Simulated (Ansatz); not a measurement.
**GeNH2+ (singlet): from Hartree-Fock to the top rungs, cc-pVTZ**

The task here is to estimate one member of a computed series from the others.

Method: cc-pVTZ, core rule «outside noble gas», up to 15 orbitals frozen; program: Ansatz 0.2.0, Gaussian basis.

To be run: UHF; CCSD(T) on RHF; BCCD(T) on RHF; CCSDT(Q) on RHF; CASSCF and MRCISD+Q, 10 electrons in 10 orbitals; CASSCF and NEVPT2, 10 electrons in 10 orbitals.

4 further runs of the same task are left out: 4 set aside as unsound or not needed.

**The geometry**

The geometry is a PBE0/def2-TZVP stationary point (not a proven minimum) of the parent state, kept for this charge and spin. No spin-orbit coupling is included. The filled d shell of Ge may be among the frozen orbitals whatever the setting's name suggests; the logs give the count.

4 atoms, charge 1, spin multiplicity 1.

Atoms are counted from 1 here; the program's logs count them from 0.

Bond lengths: Ge1–N2 1.816 Å, N2–H3 1.009 Å, N2–H4 1.009 Å. Angles: Ge1–N2–H3 124.1°, Ge1–N2–H4 124.1°, H3–N2–H4 111.9°.

Set-up of the first run:

in.yaml

```yaml
crystal:
  periodic: [false, false, false]
  atoms:
    - {symbol: Ge, position_ang: [0.000000, 0.000000, 0.341103]}
    - {symbol: N, position_ang: [0.000000, 0.000000, -1.475302]}
    - {symbol: H, position_ang: [0.000000, 0.836103, -2.040604]}
    - {symbol: H, position_ang: [0.000000, -0.836103, -2.040604]}
basis:
  gaussian: {orbitals: cc-pVTZ}
total_charge: 1
magnetization: {spin_polarized: true, initial_magnetization: 0}
hamiltonian: {xc: hf}
output: {orbitals: {seedname: orbitals}}
```

Command:

```sh
> ansatz run in.yaml --threads 1 --pin off --events-out ev --progress --plain --max-ram 2816MiB --backend cpu
```

Steps of the session up to this table: UHF; CCSD(T) on RHF; BCCD(T) on RHF; CCSDT(Q) on RHF; CASSCF and MRCISD+Q, 10 electrons in 10 orbitals; CASSCF and NEVPT2, 10 electrons in 10 orbitals.

One table of the session follows, with a row left open; its other results are not shown here.

| method | from RCCSDT(Q) (kcal/mol) |
| --- | --- |
| RHF | +198.64 |
| RMP2 | +19.36 |
| RCCSD | ? |
| RCCSD(T) | +0.86 |
| BCCD(T) | +0.83 |
| RCCSDT | +0.57 |
| RCCSDT(Q) | 0 |
| CASSCF valence | +112.76 |
| NEVPT2 valence | +26.67 |
| MRCISD valence | +7.99 |
| MRCISD+Q valence | +2.16 |

Q: Estimate the row for RCCSD from the others.

**Answer.** from RCCSDT(Q) (kcal/mol): +8.88. In the column «from RCCSDT(Q) (kcal/mol)» it lies between MRCISD valence (+7.99) and RMP2 (+19.36).
